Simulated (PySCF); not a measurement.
# C3H10OSi: the cost of one run

The runs use PySCF 2.14.0, with density-fitted response routines of our own; the level of theory stands in each step. All values are computed, except where a source is named. Atoms are numbered from 0 throughout.

### 1 The starting structure

15 atoms, charge 0, multiplicity 1; geometry from: GFN2-xTB. The atoms were then displaced at random by about 0.01 Å, so the start is not that level's minimum.

Bonds of the start (Å): C0–Si1 1.89, Si1–C2 1.90, Si1–C3 1.94, Si1–O4 1.63, C0–H5 1.07, C0–H6 1.10, C0–H7 1.10, C2–H8 1.10, C2–H9 1.08, C2–H10 1.07, C3–H11 1.06, C3–H12 1.07, C3–H13 1.09, O4–H14 0.95.

### 2 Optimising the geometry at PBE0-D3(BJ)/def2-TZVP

What the job is given:

```
{"job": {"xc": "PBE0", "basis": "def2-TZVP", "d3": "d3bj", "grid": 2, "shake": 0.01, "kind": "geom"}, "charge": 0, "multiplicity": 1}
C     -0.216000     1.226740    -1.284620
Si    -0.189520     0.079120     0.215970
C     -1.002150    -1.595900    -0.181160
C      1.659280    -0.115210     0.783020
O     -1.112360     0.663940     1.427230
H      0.309750     0.851970    -2.133910
H      0.204320     2.221020    -1.058160
H     -1.242560     1.425800    -1.622020
H     -0.968620    -2.237900     0.715740
H     -0.464890    -2.106310    -0.966830
H     -2.026680    -1.474670    -0.462920
H      2.249100    -0.564140     0.021460
H      2.045250     0.849400     1.033750
H      1.673120    -0.749810     1.672380
H     -0.933380     1.508580     1.832830
```

Launch:

```
$ OMP_NUM_THREADS=1 python probes_run.py task.json out
```

One launch serves the whole session: the jobs run in the order shown.

Q: Estimate the wall time and peak memory of this first job on 1 thread of Arm Neoverse V2, shared host.

About 3 min, with a peak of 1.1 GiB.
